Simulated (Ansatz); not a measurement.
# CH3Ge (quartet): wave-function methods side by side, cc-pVDZ

One table from this session's results is given with a row withheld; the runs are named, their logs left out.

Computed with Ansatz 0.2.0, Gaussian basis. Level: cc-pVDZ, core rule «outside noble gas», up to 15 orbitals frozen.

To be run: UHF; CCSD(T) on ROHF; CCSD(T) on UHF; BCCD(T) on ROHF; CISD; CCSDT(Q) on ROHF; CCSDT(Q) on UHF; CASSCF and MRCISD+Q, 11 electrons in 11 orbitals; CASSCF and NEVPT2, 11 electrons in 11 orbitals.

26 further runs of the same task are left out: 1 for a known fault of the program, 10 that didn't finish, 15 set aside as unsound or not needed.

**The system**

The geometry is a PBE0/def2-TZVP stationary point (not a proven minimum) of the parent state, kept for this charge and spin. No spin-orbit coupling is included. The filled d shell of Ge may be among the frozen orbitals whatever the setting's name suggests; the logs give the count.

5 atoms, charge 0, spin multiplicity 4.

Atoms are counted from 1 here; the program's logs count them from 0.

Bond lengths: Ge1–C2 1.989 Å, C2–H3 1.100 Å, C2–H4 1.093 Å, C2–H5 1.093 Å. Angles: Ge1–C2–H3 104.9°, Ge1–C2–H4 113.6°, Ge1–C2–H5 113.6°, H3–C2–H4 107.2°, H3–C2–H5 107.2°, H4–C2–H5 109.9°.

Set-up of the first run:

Input file in.yaml:

```yaml
crystal:
  periodic: [false, false, false]
  atoms:
    - {symbol: Ge, position_ang: [0.000048, 0.000000, 0.354437]}
    - {symbol: C, position_ang: [0.010265, 0.000000, -1.634875]}
    - {symbol: H, position_ang: [-1.051269, -0.000009, -1.923563]}
    - {symbol: H, position_ang: [0.462733, 0.894528, -2.069318]}
    - {symbol: H, position_ang: [0.462748, -0.894520, -2.069318]}
basis:
  gaussian: {orbitals: cc-pVDZ}
magnetization: {spin_polarized: true, initial_magnetization: 3}
hamiltonian: {xc: hf}
output: {orbitals: {seedname: orbitals}}
```

Started as:

```console
$ ansatz run in.yaml --threads 1 --pin off --events-out ev --progress --plain --max-ram 2393MiB
```

Among the steps run: UHF; CCSD(T) on ROHF; CCSD(T) on UHF; BCCD(T) on ROHF; CISD; CCSDT(Q) on ROHF; CCSDT(Q) on UHF; CASSCF and MRCISD+Q, 11 electrons in 11 orbitals; CASSCF and NEVPT2, 11 electrons in 11 orbitals.

One of the session's tables, all rows but one given; the rest of the session is left out.

| method | from UCCSDT(Q) (kcal/mol) |
| --- | --- |
| ROHF | +143.55 |
| UHF | +141.73 |
| RMP2 | +22.96 |
| UMP2 | +22.80 |
| CISD | +13.90 |
| RCCSD | +5.11 |
| UCCSD | +4.57 |
| RCCSD(T) | +1.14 |
| UCCSD(T) | ? |
| BCCD(T) | +1.15 |
| RCCSDT | +0.67 |
| UCCSDT | +0.22 |
| RCCSDT(Q) | +0.45 |
| UCCSDT(Q) | 0 |
| CASSCF valence | +87.77 |
| NEVPT2 valence | +23.42 |
| MRCISD valence | +6.27 |
| MRCISD+Q valence | +1.22 |

Q: Estimate the row for UCCSD(T) from the others.

**Answer.** from UCCSDT(Q) (kcal/mol): +0.71. In the column «from UCCSDT(Q) (kcal/mol)» it lies between RCCSDT (+0.67) and RCCSD(T) (+1.14).

Limits of these values: Restricted and unrestricted rows rest on different reference determinants; where their highest levels disagree by more than a few hundredths of an eV, they describe different states and don't form one ladder.
